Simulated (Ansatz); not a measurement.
Consider vertical spin-state energies of C₂H₄BFO, SMILES OC1(F)BC1 (Ansatz 0.2.0 through its Python package).

The script, `spin.py`:
```python
'''Vertical spin-state energies of C2H4BFO.'''

import ansatz as az

GEOMETRY = '''
O    -0.99390   -0.10970    1.29990
C     0.03010    0.31230    0.48090
F     0.70650    1.45110    0.82830
B     0.97500   -0.89740   -0.09440
C    -0.10460    0.02240   -0.96920
H    -1.66330    0.72420    1.27690
H     1.69650   -1.79470    0.02850
H     0.46760    0.73240   -1.64720
H    -1.02530   -0.48690   -1.22080
'''


def main() -> None:
    geometry = az.Crystal.molecule()
    for line in GEOMETRY.strip().splitlines():
        symbol, *xyz = line.split()
        geometry = geometry.atom(symbol, [float(v) for v in xyz])

    model = (
        geometry.calculation()
        .basis(gaussian='def2-SVP')
        .functional('CAM-B3LYP')
    )
    found = {}
    for unpaired in [0, 2, 4]:
        data = model.spin('collinear', total=unpaired).run(threads=1, backend='cpu').report
        s = unpaired / 2
        found[unpaired] = data['free_energy_ev']
        print(f'2S+1 = {unpaired + 1}: E = {found[unpaired]:.5f} eV, <S^2> = {abs(data["mean_field"]["state"]["spin_squared"]):.3f} (pure state {s * (s + 1):.2f})')
    lowest = min(found, key=found.get)
    for unpaired, e in found.items():
        print(f'multiplicity {unpaired + 1}: {23.060548 * (e - found[lowest]):.1f} kcal/mol above the lowest')


if __name__ == '__main__':
    main()
```

Which spin state is lowest at this geometry, and how far above lie the others?

In order: multiplicity 1 (+0.00 eV), multiplicity 3 (+2.25 eV) and multiplicity 5 (+9.56 eV), all at the one geometry.

What the script printed:

Output of `python spin.py`:
```text
2S+1 = 1: E = -7567.62420 eV, <S^2> = 0.000 (pure state 0.00)
2S+1 = 3: E = -7565.37367 eV, <S^2> = 2.007 (pure state 2.00)
2S+1 = 5: E = -7558.06229 eV, <S^2> = 6.010 (pure state 6.00)
multiplicity 1: 0.0 kcal/mol above the lowest
multiplicity 3: 51.9 kcal/mol above the lowest
multiplicity 5: 220.5 kcal/mol above the lowest
```

Caveats:
- Total energies depend on the basis set; only differences at equal settings carry meaning.
- The geometry is a force-field or estimated start, not a minimum of this method, and the basis set is short of its limit. All parts are taken at fixed geometry, without zero-point energy.
- Timing: 16 s on 1 thread of Arm Neoverse V2 (shared host), peak memory 0.3 GiB.
